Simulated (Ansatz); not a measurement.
# doublet SiN2H6O+: levels of theory compared

Wanted: a comparison of 6 runs (UHF/STO-3G, UB3LYP/6-31G*, U-r2SCAN/def2-SVP, UB3LYP/def2-SVP, UMP2/def2-SVP, UCCSD(T)/def2-SVP) of doublet SiN2H6O+. 

Program for the calculation: Ansatz 0.2.0.

86 further runs of the same task are left out: 86 set aside as unsound or not needed. Runs told in other sessions of the task aren't counted.

**1. The system as given**

SiN2H6O+ has 10 atoms, charge +1, and is taken as a doublet. SMILES of the parent species: `N[SiH](N)O`. Geometry: relaxed at PBE0-D4/def2-TZVP. This is one conformer, not always the lowest. That shape belongs to the parent species and isn't relaxed for this state.

Bond lengths: N1–Si2 1.713 Å, Si2–N3 1.706 Å, Si2–O4 1.648 Å, N1–H5 1.007 Å, N1–H6 1.007 Å, Si2–H7 1.482 Å, N3–H8 1.007 Å, N3–H9 1.006 Å, O4–H10 0.959 Å. Some angles: N1–Si2–N3 104.7°, N1–Si2–O4 106.6°, N3–Si2–O4 119.3°, N1–Si2–H7 118.9°, N3–Si2–H7 106.1°, O4–Si2–H7 102.2°, Si2–N1–H5 119.8°, Si2–N1–H6 119.6°, Si2–N3–H8 121.6°, Si2–N3–H9 120.9°.

**2. A single-point energy at UHF/STO-3G (run 1)**

Contents of in.yaml:

```yaml
crystal:
  periodic: [false, false, false]
  atoms:
    - symbol: "N"
      position_ang: [-0.775500, 1.215500, -0.137800]
    - symbol: Si
      position_ang: [0.492300, 0.085700, 0.087100]
    - symbol: N
      position_ang: [-0.248600, -1.249800, 0.847400]
    - symbol: O
      position_ang: [1.206700, -0.118300, -1.384200]
    - symbol: H
      position_ang: [-0.620700, 2.036300, -0.700200]
    - symbol: H
      position_ang: [-1.413200, 1.405300, 0.618200]
    - symbol: H
      position_ang: [1.642700, 0.459500, 0.944000]
    - symbol: H
      position_ang: [-1.123500, -1.625000, 0.519700]
    - symbol: H
      position_ang: [0.302300, -1.942900, 1.325300]
    - symbol: H
      position_ang: [0.620800, -0.317400, -2.116600]
basis:
  gaussian: {orbitals: STO-3G}
total_charge: 1
magnetization: {spin_polarized: true, initial_magnetization: 1}
hamiltonian: {xc: hf}
accuracy: high
output: {orbitals: {seedname: orbitals}}
```

Started as:

```sh
$ ansatz run in.yaml --threads 1 --pin off --max-ram 3480MiB --events-out events.jsonl --progress --plain --runs-dir runs
```

What it wrote:

```text
Warning: RAYON_NUM_THREADS=1 ignored (pool sized by the plan → 1); use --threads N
Functional definition: HF
  name "HF"
  exchange = exact_x
  correlation = 0
631 factors; integrals over basis functions are off by at most 3.1e-8 eV
mean field evaluation 1: about -12791.7687 eV, gradient 2.1e1 eV
mean field evaluation 2: about -12791.8581 eV, gradient 2.1e1 eV
mean field evaluation 4: about -12795.3771 eV, gradient 3.2e0 eV
mean field evaluation 8: about -12795.7872 eV, gradient 2.5e-1 eV
mean field evaluation 16: about -12795.7856 eV, gradient 2.7e-8 eV
mean field evaluation 32: about -12794.6932 eV, gradient 3.8e0 eV
mean field evaluation 64: about -12794.9670 eV, gradient 7.4e-1 eV
mean field -12795.81091669 eV, -470.2373778760 hartree, gradient 2.0e-8 eV, S^2 0.761679; 3 other end points of the search recorded, 0 dependent functions left out
reference -12795.81091669 eV, -470.2373778760 hartree; 21, 20 occupied and 9, 10 virtual orbitals, 631 factors
Total energy: -12795.81091669 eV, -470.2373778760 hartree
```

It took 1 s on 1 thread of Arm Neoverse V1, shared host.

**3. The energy at UB3LYP/6-31G(d) (Cartesian functions) (run 2)**

Contents of input.yaml:

```yaml
crystal:
  periodic: [false, false, false]
  atoms:
    - {symbol: "N", position_ang: [-0.775500, 1.215500, -0.137800]}
    - {symbol: Si, position_ang: [0.492300, 0.085700, 0.087100]}
    - {symbol: N, position_ang: [-0.248600, -1.249800, 0.847400]}
    - {symbol: O, position_ang: [1.206700, -0.118300, -1.384200]}
    - {symbol: H, position_ang: [-0.620700, 2.036300, -0.700200]}
    - {symbol: H, position_ang: [-1.413200, 1.405300, 0.618200]}
    - {symbol: H, position_ang: [1.642700, 0.459500, 0.944000]}
    - {symbol: H, position_ang: [-1.123500, -1.625000, 0.519700]}
    - {symbol: H, position_ang: [0.302300, -1.942900, 1.325300]}
    - {symbol: H, position_ang: [0.620800, -0.317400, -2.116600]}
basis:
  gaussian:
    orbitals: "6-31G*"
accuracy: high
hamiltonian:
  xc: {name: B3LYP}
total_charge: 1
output: {orbitals: {seedname: orbitals}}
magnetization:
  spin_polarized: true
  initial_magnetization: 1
```

Started as:

```sh
$ ansatz run input.yaml --threads 1 --pin off --max-ram 3480MiB --events-out events.jsonl --progress --plain --runs-dir runs
```

What it wrote:

```text
Warning: RAYON_NUM_THREADS=1 ignored (pool sized by the plan → 1); use --threads N
Functional definition: B3LYP
  name "B3LYP"
  parameter a0 = 0.2
  parameter ax = 0.72
  parameter ac = 0.81
  exchange = (1 - a0 - ax)*slater_x + ax*b88_x + a0*exact_x
  correlation = (1 - ac)*vwn_rpa_c + ac*lyp_c
1732 factors; integrals over basis functions are off by at most 3.5e-9 eV
mean field evaluation 1: about -12971.0353 eV, gradient 7.9e1 eV
mean field evaluation 2: about -12934.5298 eV, gradient 1.2e2 eV
mean field evaluation 4: about -12990.9087 eV, gradient 3.1e1 eV
mean field evaluation 8: about -12995.5076 eV, gradient 2.1e0 eV
mean field evaluation 16: about -12995.6894 eV, gradient 7.1e-3 eV
mean field evaluation 32: about -12995.6894 eV, gradient 1.0e-7 eV
mean field -12995.68935904 eV, -477.5827751501 hartree, gradient 1.1e-8 eV, S^2 0.759165; 2 other end points of the search recorded, 0 dependent functions left out
reference -12995.68939581 eV, -477.5827765013 hartree; 21, 20 occupied and 55, 56 virtual orbitals, 1732 factors
Total energy: -12995.68939581 eV, -477.5827765013 hartree
```

It took 17 s on 1 thread of Arm Neoverse V1, shared host; peak memory 0.35 GiB.

Run 3 isn't shown in full; the table further down has it.

**4. The energy at UB3LYP/def2-SVP (run 4)**

Contents of in.yaml:

```yaml
crystal:
  periodic: [false, false, false]
  atoms:
    - {symbol: "N", position_ang: [-0.775500, 1.215500, -0.137800]}
    - {symbol: Si, position_ang: [0.492300, 0.085700, 0.087100]}
    - {symbol: N, position_ang: [-0.248600, -1.249800, 0.847400]}
    - {symbol: O, position_ang: [1.206700, -0.118300, -1.384200]}
    - {symbol: H, position_ang: [-0.620700, 2.036300, -0.700200]}
    - {symbol: H, position_ang: [-1.413200, 1.405300, 0.618200]}
    - {symbol: H, position_ang: [1.642700, 0.459500, 0.944000]}
    - {symbol: H, position_ang: [-1.123500, -1.625000, 0.519700]}
    - {symbol: H, position_ang: [0.302300, -1.942900, 1.325300]}
    - {symbol: H, position_ang: [0.620800, -0.317400, -2.116600]}
basis:
  gaussian:
    orbitals: def2-SVP
total_charge: 1
magnetization:
  spin_polarized: true
  initial_magnetization: 1
hamiltonian:
  xc: {name: B3LYP}
accuracy: high
output: {orbitals: {seedname: orbitals}}
```

Started as:

```sh
$ ansatz run in.yaml --threads 1 --pin off --max-ram 3480MiB --events-out events.jsonl --progress --plain --runs-dir runs
```

What it wrote (excerpt; [...] marks lines left out):

```text
Warning: RAYON_NUM_THREADS=1 ignored (pool sized by the plan → 1); use --threads N
[... 7 set-up lines as earlier in the session ...]
2072 factors; integrals over basis functions are off by at most 3.4e-9 eV
mean field evaluation 1: about -12964.9085 eV, gradient 7.9e1 eV
mean field evaluation 2: about -12926.1900 eV, gradient 1.2e2 eV
mean field evaluation 4: about -12984.7203 eV, gradient 3.2e1 eV
mean field evaluation 8: about -12989.8121 eV, gradient 2.6e0 eV
mean field evaluation 16: about -12990.0307 eV, gradient 3.2e-2 eV
mean field evaluation 32: about -12990.0307 eV, gradient 6.6e-8 eV
mean field -12990.03068642 eV, -477.3748227667 hartree, gradient 6.6e-8 eV, S^2 0.758999; 2 other end points of the search recorded, 0 dependent functions left out
reference -12990.03072504 eV, -477.3748241862 hartree; 21, 20 occupied and 69, 70 virtual orbitals, 2072 factors
Total energy: -12990.03072504 eV, -477.3748241862 hartree
```

Run time: 18 s. Hardware: 1 thread of Arm Neoverse V1, shared host; peak memory 0.43 GiB.

Run 5 isn't shown in full; the table further down has it.

**5. The energy at UCCSD(T)/def2-SVP (run 6)**

Contents of input.yaml:

```yaml
crystal:
  periodic: [false, false, false]
  atoms:
    - symbol: "N"
      position_ang: [-0.775500, 1.215500, -0.137800]
    - symbol: Si
      position_ang: [0.492300, 0.085700, 0.087100]
    - symbol: "N"
      position_ang: [-0.248600, -1.249800, 0.847400]
    - symbol: O
      position_ang: [1.206700, -0.118300, -1.384200]
    - symbol: H
      position_ang: [-0.620700, 2.036300, -0.700200]
    - symbol: H
      position_ang: [-1.413200, 1.405300, 0.618200]
    - symbol: H
      position_ang: [1.642700, 0.459500, 0.944000]
    - symbol: H
      position_ang: [-1.123500, -1.625000, 0.519700]
    - symbol: H
      position_ang: [0.302300, -1.942900, 1.325300]
    - symbol: H
      position_ang: [0.620800, -0.317400, -2.116600]
basis:
  gaussian: {orbitals: def2-SVP}
total_charge: 1
magnetization: {spin_polarized: true, initial_magnetization: 1}
correlation: {method: ccsd_t, frozen_orbitals: {H: 0, "N": 1, O: 1, Si: 5}}
accuracy: high
scf: {omitted_lower_state_checks: [cluster_reference, increment]}
```

Started as:

```sh
$ ansatz run input.yaml --threads 1 --pin off --max-ram 3480MiB --events-out events.jsonl --progress --plain --runs-dir runs
```

What it wrote:

```text
Warning: RAYON_NUM_THREADS=1 ignored (pool sized by the plan → 1); use --threads N
[... 13 lines left out ...]
8 core orbitals not correlated: weight in the atoms' cores, before any rotation towards them, 1.000 or more for the frozen orbitals, at most 0.000 for the correlated occupied ones
[... 44 lines left out ...]
Total energy: -12963.18776796 eV, -476.3883637081 hartree
Checks for a lower state left out: cluster_reference, increment
```

It took 2.2 min on 1 thread of Arm Neoverse V1, shared host; peak memory 1.1 GiB.

**6. Overview of the runs**

```csv
run,level,Cartesian functions,frozen core orbitals,energy (Eh),HOMO energy (eV),LUMO energy (eV),⟨S²⟩,wall time
1,UHF/STO-3G,no,–,-470.237378,-13.72,-3.71,0.762,1 s
2,UB3LYP/6-31G* (Cartesian functions),yes,–,-477.582777,-12.99,-11.77,0.759,17 s
3,U-r2SCAN/def2-SVP,no,–,-477.235841,-12.40,-12.28,0.758,46 s
4,UB3LYP/def2-SVP,no,–,-477.374824,-13.03,-11.82,0.759,18 s
5,UMP2/def2-SVP,no,8,-476.329549,–,–,0.760,8.4 s
6,UCCSD(T)/def2-SVP,no,8,-476.388364,–,–,0.760,2.2 min
```

**7. Summary of results**

| quantity | value |
| --- | --- |
| run 6: total energy | -476.38836 Eh |
| run 6: correlation energy (8 core orbitals frozen) | -644.4 mEh |
| run 6: (T) correction | -14.89 mEh |
| run 6: ⟨S²⟩ of the reference determinant | 0.760 |
| run 6: T1 diagnostic | 0.035 |

What this shows: Totals of different functionals can't be ranked against each other. In run 1 the basis is minimal, so the values are rough. All runs together took 3.7 min, the longest 2.2 min.
